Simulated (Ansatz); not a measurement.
# BrClH₂Si: a ladder of functionals and wavefunction methods

An exercise on one series of results from a longer session: the logs are not shown, and one member is left open.

Computed with Ansatz 0.2.0, Gaussian basis. Level: functionals in def2-TZVPP, the program's frozen cores in correlated methods.

The runs, in order: LDA (SPW92), PBE-D4, revPBE-D4, BLYP-D4, r2SCAN-D4, B97M-V, PBE0-D4, B3LYP-D4, r2SCANh-D4, r2SCAN0-D4, HSE06-D4, BHLYP-D4, CAM-B3LYP-D4, LC-ωPBE, ωB97X-V, ωB97M-V, B2PLYP, PBE-QIDH; CCSD(T)/def2-SVP; CCSD(T)/def2-TZVPP; MP2/def2-QZVPP; extrapolation to the limit; RPA on PBE.

### The relaxed structure

An earlier PBE0-D4 in a triple-zeta def2 set relaxation fixed the geometry.

SMILES `Cl[SiH2]Br`, 5 atoms, charge 0, spin multiplicity 1.

Atoms are counted from 1 here; the program's logs count them from 0.

Bond lengths: Cl1–Si2 2.041 Å, Si2–Br3 2.206 Å, Si2–H4 1.476 Å, Si2–H5 1.476 Å. Angles: Cl1–Si2–Br3 110.4°, Cl1–Si2–H4 108.5°, Cl1–Si2–H5 108.5°, Br3–Si2–H4 108.4°, Br3–Si2–H5 108.4°, H4–Si2–H5 112.6°.

The first run:

Input file in.yaml:

```yaml
crystal:
  periodic: [false, false, false]
  atoms:
    - {symbol: Cl, position_ang: [-0.904184, -0.544833, 1.665724]}
    - {symbol: Si, position_ang: [0.152731, -0.085734, -0.018800]}
    - {symbol: Br, position_ang: [-0.989559, 1.311701, -1.287426]}
    - {symbol: H, position_ang: [0.379831, -1.327716, -0.782910]}
    - {symbol: H, position_ang: [1.411082, 0.572882, 0.382111]}
basis:
  gaussian: {orbitals: def2-TZVPP}
hamiltonian: {xc: lda}
output: {orbitals: {seedname: orbitals}}
```

Among the steps run: LDA; PBE-D4 (GGA); revPBE-D4 (GGA); BLYP-D4 (GGA); r2SCAN-D4 (meta-GGA); B97M-V (meta-GGA); PBE0-D4 (hybrid); B3LYP-D4 (hybrid); r2SCANh-D4 (hybrid); r2SCAN0-D4 (hybrid); HSE06-D4 (hybrid); BHLYP-D4 (hybrid); CAM-B3LYP-D4 (range-separated); LC-ωPBE-D4 (range-separated; the results give it without D4); ωB97X-V (range-separated); ωB97M-V (range-separated); B2PLYP (double hybrid); PBE-QIDH (double hybrid).

One of the session's tables, all rows but one given; the rest of the session is left out.

It belongs to the step «Frontier levels by functional». 

```
  functional  HOMO (eV)  gap (eV)
 LDA (SPW92)      -7.52      6.01
      PBE-D4      -7.41      6.17
   revPBE-D4      -7.37      6.23
     BLYP-D4      -7.25      6.14
   r2SCAN-D4      -7.76      6.88
      B97M-V      -7.84      6.92
     PBE0-D4      -8.70      8.38
    B3LYP-D4      -8.45      7.89
  r2SCANh-D4      -8.22      7.66
  r2SCAN0-D4      -8.93      8.82
    HSE06-D4      -8.30      7.60
    BHLYP-D4      -9.85     10.51
CAM-B3LYP-D4     -10.03     10.76
     LC-ωPBE     -11.43     13.36
     ωB97X-V          ?         ?
     ωB97M-V     -10.91     12.48
```

**Question.** Estimate the row for ωB97X-V.

The run gave: HOMO (eV): -11.07; gap (eV): 12.89. In the column «HOMO (eV)» it lies between LC-ωPBE (-11.43) and ωB97M-V (-10.91).
